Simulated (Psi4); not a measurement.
# GaH3 (SMILES [H][Ga]([H])[H]): levels of theory compared

Aim: a comparison of 6 runs (B3LYP/def2-TZVPP, BLYP/def2-TZVPP, M06-L/def2-TZVPP, SVWN5/def2-TZVPP, TPSS/def2-TZVPP, revPBE/def2-TZVPP) of GaH3. 

Program for the calculation: Psi4 1.11.

15 further runs of the same task are left out: 12 that didn't finish, 3 set aside as unsound or not needed.

## (1) The structure to begin with

The species is GaH3 (4 atoms), meant as a singlet with charge 0. SMILES: `[H][Ga]([H])[H]`. Geometry: a GFN2-xTB relaxation, a rough one for these elements and not checked as a minimum.

Bond lengths: Ga1–H2 1.567 Å, Ga1–H3 1.567 Å, Ga1–H4 1.566 Å. Angles: H2–Ga1–H3 120.0°, H2–Ga1–H4 120.0°, H3–Ga1–H4 120.0°.

## (2) The energy at B3LYP/def2-TZVPP (run 1)

input.json

```json
{
 "schema_name": "qcschema_input",
 "schema_version": 1,
 "molecule": {
  "schema_name": "qcschema_molecule",
  "schema_version": 2,
  "symbols": ["Ga", "H", "H", "H"],
  "geometry": [-0.00030236, 0.00011338, 0.00241885, 2.95948119, -0.05506662, 0.02526564, -1.43207225, 2.59083341, -0.0351867, -1.52710658, -2.53588018, 0.00750221],
  "molecular_charge": 0,
  "molecular_multiplicity": 1,
  "fix_symmetry": "c1"
 },
 "driver": "energy",
 "model": {
  "method": "b3lyp",
  "basis": "def2-TZVPP"
 },
 "keywords": {
  "reference": "rks",
  "puream": true,
  "e_convergence": 1e-09,
  "d_convergence": 1e-08,
  "scf_type": "pk",
  "dft_radial_points": 99,
  "dft_spherical_points": 590,
  "scf_properties": ["LOWDIN_CHARGES", "WIBERG_LOWDIN_INDICES", "QUADRUPOLE"]
 }
}
```

Run with:

```
$ psi4 --qcschema input.json -n 1 --memory 1600MB
```

stdout:

```text
[...]
  Running in c1 symmetry.
[...]
  Nuclear repulsion =   32.001201405435303
[...]
  Multiplicity = 1
[...]
  Nalpha       = 17
  Nbeta        = 17
[...]
    Number of basis functions: 90
[...]
   @RKS iter   1: -1924.53603618110606   -1.19519e+00   3.75056e-02 ADIIS/DIIS
[...]
   @RKS iter  11: -1926.67858068814667   -1.13687e-12   3.04855e-09 DIIS
[...]
  @RKS Final Energy: -1926.67858068814667
   => Energetics <=
    Nuclear Repulsion Energy =             32.0012014054353031
    One-Electron Energy =               -2749.0723958471876358
    Two-Electron Energy =                 851.6882826862232605
    DFT Exchange-Correlation Energy =     -61.2956689326178648
    Empirical Dispersion Energy =           0.0000000000000000
    VV10 Nonlocal Energy =                  0.0000000000000000
    Total Energy =                      -1926.6785806881466669
[...]
 Multipole Moments:
 ------------------------------------------------------------------------------------
     Multipole            Electronic (a.u.)      Nuclear  (a.u.)        Total (a.u.)
 ------------------------------------------------------------------------------------
 L = 1.  Multiply by 2.5417464519 to convert [e a0] to [Debye]
 Dipole X            :         -0.0010059            0.0006334           -0.0003725
 Dipole Y            :          0.0003514           -0.0002375            0.0001139
 Dipole Z            :          0.0073615           -0.0050674            0.0022941
 Magnitude           :                                                    0.0023269
 L = 2.  Multiply by 1.3450342976 to convert [e a0^2] to [Debye ang]
 Quadrupole XX       :        -29.1787444           13.1414148          -16.0373296
 Quadrupole XY       :          0.0003967           -0.0006701           -0.0002734
[...]
```

The result, in JSON:

```text
{
 "driver": "energy",
 "model": {
  "method": "b3lyp",
  "basis": "def2-TZVPP"
 },
 "success": true,
 "return_result": -1926.6785806881467,
 "properties": {
  "calcinfo_nbasis": 90,
  "calcinfo_nmo": 90,
  "calcinfo_nalpha": 17,
  "calcinfo_nbeta": 17,
  "calcinfo_natom": 4,
  "nuclear_repulsion_energy": 32.0012014054353,
  "return_energy": -1926.6785806881467,
  "scf_one_electron_energy": -2749.0723958471876,
  "scf_two_electron_energy": 851.6882826862233,
  "scf_xc_energy": -61.295668932617865,
  "scf_dipole_moment": [-0.0003724505502485653, 0.00011387115155203631, 0.0022940584565031685],
  "scf_total_energy": -1926.6785806881467,
  "scf_iterations": 11
 }
}
```

Wall time 7.2 s (1 thread of Intel Xeon 6975P-C (Granite Rapids), shared host); peak memory 0.88 GiB.

## (3) A single-point energy at BLYP/def2-TZVPP (run 2)

input.in

```
memory 1600 mb

molecule system {
  Ga    -0.000160     0.000060     0.001280
  H      1.566090    -0.029140     0.013370
  H     -0.757820     1.371010    -0.018620
  H     -0.808110    -1.341930     0.003970
  units angstrom
  symmetry c1
}

set {
  basis                def2-TZVPP
  puream               true
  e_convergence        1e-09
  d_convergence        1e-08
  scf_type             pk
  dft_radial_points    99
  dft_spherical_points 590
}

result, w = energy('blyp', return_wfn=True)
oeprop(w, 'DIPOLE', 'QUADRUPOLE', 'MULLIKEN_CHARGES', title='BLYP')
print_variables()
```

Run with:

```
$ psi4 -i input.in -o input.out -n 1
```

input.out:

```text
[...]
  Running in c1 symmetry.
[...]
  Nuclear repulsion =   32.001201395424033
[...]
  Multiplicity = 1
[...]
  Nalpha       = 17
  Nbeta        = 17
[...]
    Number of basis functions: 90
[...]
   @RKS iter   1: -1924.36938167691574   -7.77850e-01   3.87250e-02 ADIIS/DIIS
[...]
   @RKS iter  11: -1926.68309853888650   -9.54969e-12   3.07957e-09 DIIS
[...]
  @RKS Final Energy: -1926.68309853888650
   => Energetics <=
    Nuclear Repulsion Energy =             32.0012013954240331
    One-Electron Energy =               -2748.4747210567120419
    Two-Electron Energy =                 865.9411422911243790
    DFT Exchange-Correlation Energy =     -76.1507211687230807
    Empirical Dispersion Energy =           0.0000000000000000
    VV10 Nonlocal Energy =                  0.0000000000000000
    Total Energy =                      -1926.6830985388864974
[...]
 Multipole Moments:
 ------------------------------------------------------------------------------------
     Multipole            Electronic (a.u.)      Nuclear  (a.u.)        Total (a.u.)
 ------------------------------------------------------------------------------------
 L = 1.  Multiply by 2.5417464519 to convert [e a0] to [Debye]
 Dipole X            :         -0.0009900            0.0006334           -0.0003566
 Dipole Y            :          0.0003442           -0.0002375            0.0001067
 Dipole Z            :          0.0072044           -0.0050674            0.0021369
 Magnitude           :                                                    0.0021691
 L = 2.  Multiply by 1.3450342976 to convert [e a0^2] to [Debye ang]
 Quadrupole XX       :        -29.1584645           13.1414148          -16.0170498
 Quadrupole XY       :          0.0003923           -0.0006701           -0.0002778
[...]
```

Wall time 8.4 s (1 thread of Intel Xeon 6975P-C (Granite Rapids), shared host); peak memory 0.88 GiB.

Runs 3 to 5 aren't shown in full; the table further down has their settings and results.

## (4) Energy and gradient at revPBE/def2-TZVPP (run 6)

job.json

```json
{
  "schema_name": "qcschema_input",
  "schema_version": 1,
  "molecule": {
    "schema_name": "qcschema_molecule",
    "schema_version": 2,
    "symbols": ["Ga", "H", "H", "H"],
    "geometry": [-0.00030236, 0.00011338, 0.00241885, 2.95948119, -0.05506662, 0.02526564, -1.43207225, 2.59083341, -0.0351867, -1.52710658, -2.53588018, 0.00750221],
    "molecular_charge": 0,
    "molecular_multiplicity": 1,
    "fix_symmetry": "c1",
    "fix_com": true,
    "fix_orientation": true
  },
  "driver": "gradient",
  "model": {
    "method": "revpbe",
    "basis": "def2-TZVPP"
  },
  "keywords": {
    "puream": true,
    "e_convergence": 1e-09,
    "d_convergence": 1e-08,
    "scf_type": "pk",
    "dft_radial_points": 99,
    "dft_spherical_points": 590,
    "scf_properties": ["MAYER_INDICES", "QUADRUPOLE", "MULLIKEN_CHARGES"]
  }
}
```

Run with:

```
$ psi4 --qcschema job.json -n 1 --memory 1600MB
```

stdout:

```text
[...]
                   'protocols': {'error_correction': {'default_policy': True, 'policies': None},
                                 'native_files': 'none',
[...]
  Running in c1 symmetry.
[...]
  Nuclear repulsion =   32.001201405435303
[...]
  Multiplicity = 1
[...]
  Nalpha       = 17
  Nbeta        = 17
[...]
    Number of basis functions: 90
[...]
   @RKS iter   1: -1924.18787325903986   -7.91248e-01   3.85965e-02 DIIS/ADIIS
[...]
   @RKS iter  11: -1926.48039720763768   -2.11458e-11   5.19352e-09 DIIS
[...]
  @RKS Final Energy: -1926.48039720763768
   => Energetics <=
    Nuclear Repulsion Energy =             32.0012014054353031
    One-Electron Energy =               -2748.7295482939839530
    Two-Electron Energy =                 866.2096550994679092
    DFT Exchange-Correlation Energy =     -75.9617054185570737
    Empirical Dispersion Energy =           0.0000000000000000
    VV10 Nonlocal Energy =                  0.0000000000000000
    Total Energy =                      -1926.4803972076376795
[...]
  Mulliken Charges: (a.u.)
   Center  Symbol    Alpha    Beta     Spin     Total
       1    GA    15.42314 15.42314  0.00000  0.15372
       2     H     0.52564  0.52564  0.00000 -0.05127
       3     H     0.52561  0.52561  0.00000 -0.05123
       4     H     0.52561  0.52561  0.00000 -0.05122
   Total alpha = 17.00000, Total beta = 17.00000, Total charge =  0.00000
  Mayer Bond Indices:
[...]
  -Total Gradient:
     Atom            X                  Y                   Z
    ------   -----------------  -----------------  -----------------
       1       -0.000037450314    -0.000007814610     0.000168361896
       2       -0.003530492959     0.000058348299    -0.000087261106
       3        0.001718260927    -0.003093911262    -0.000015084232
       4        0.001850015727     0.003043257430    -0.000066011176
[...]
```

The result, in JSON:

```text
{
 "driver": "gradient",
 "model": {
  "method": "revpbe",
  "basis": "def2-TZVPP"
 },
 "success": true,
 "return_result": [-3.745031417986583e-05, -7.814610385588261e-06, 0.00016836189638602488, -0.003530492959028936, 5.8348299207934204e-05, -8.726110554226638e-05, 0.0017182609267496415, -0.0030939112623359633, -1.5084231818856273e-05, 0.0018500157273324339, 0.0030432574300024717, -6.60111764561654e-05],
 "properties": {
  "calcinfo_nbasis": 90,
  "calcinfo_nmo": 90,
  "calcinfo_nalpha": 17,
  "calcinfo_nbeta": 17,
  "calcinfo_natom": 4,
  "nuclear_repulsion_energy": 32.0012014054353,
  "return_energy": -1926.4803972076377,
  "return_gradient": [-3.745031417986583e-05, -7.814610385588261e-06, 0.00016836189638602488, -0.003530492959028936, 5.8348299207934204e-05, -8.726110554226638e-05, 0.0017182609267496415, -0.0030939112623359633, -1.5084231818856273e-05, 0.0018500157273324339, 0.0030432574300024717, -6.60111764561654e-05],
  "scf_one_electron_energy": -2748.729548293984,
  "scf_two_electron_energy": 866.2096550994679,
  "scf_xc_energy": -75.96170541855707,
  "scf_dipole_moment": [-0.00035378425775181577, 0.00010565305718823054, 0.0021703996002011977],
  "scf_total_energy": -1926.4803972076377,
  "scf_total_gradient": [-3.745031417986583e-05, -7.814610385588261e-06, 0.00016836189638602488, -0.003530492959028936, 5.8348299207934204e-05, -8.726110554226638e-05, 0.0017182609267496415, -0.0030939112623359633, -1.5084231818856273e-05, 0.0018500157273324339, 0.0030432574300024717, -6.60111764561654e-05],
  "scf_iterations": 11
 }
}
```

Run time: 14 s. Hardware: 1 thread of Intel Xeon 6975P-C (Granite Rapids), shared host; peak memory 0.88 GiB.

## (5) Overview of the runs

```tsv
run	level	task	energy (Eh)	dipole moment (D)	HOMO energy (eV)	LUMO energy (eV)	wall time
1	B3LYP/def2-TZVPP	energy	-1926.678581	0.01	-8.42	-2.13	7.2 s
2	BLYP/def2-TZVPP	energy	-1926.683099	0.01	-7.27	-2.64	8.4 s
3	M06-L/def2-TZVPP	gradient	-1926.570108	0.01	-7.57	-2.03	17 s
4	SVWN5/def2-TZVPP	gradient	-1923.562108	0.01	-7.40	-2.92	12 s
5	TPSS/def2-TZVPP	gradient	-1926.618727	0.01	-7.56	-2.45	19 s
6	revPBE/def2-TZVPP	gradient	-1926.480397	0.01	-7.32	-2.55	14 s
```

## (6) Results

```
                       quantity           value
            run 6: total energy  -1926.48040 Eh
           run 6: dipole moment          0.01 D
             run 6: HOMO energy        -7.32 eV
             run 6: LUMO energy        -2.55 eV
           run 6: HOMO–LUMO gap         4.78 eV
run 6: largest force on an atom      0.183 eV/Å
```

The HOMO–LUMO gap runs from 4.48 eV (SVWN5/def2-TZVPP) to 6.28 eV (B3LYP/def2-TZVPP). Totals of different functionals can't be ranked against each other. All runs together took 78 s, the longest 19 s.
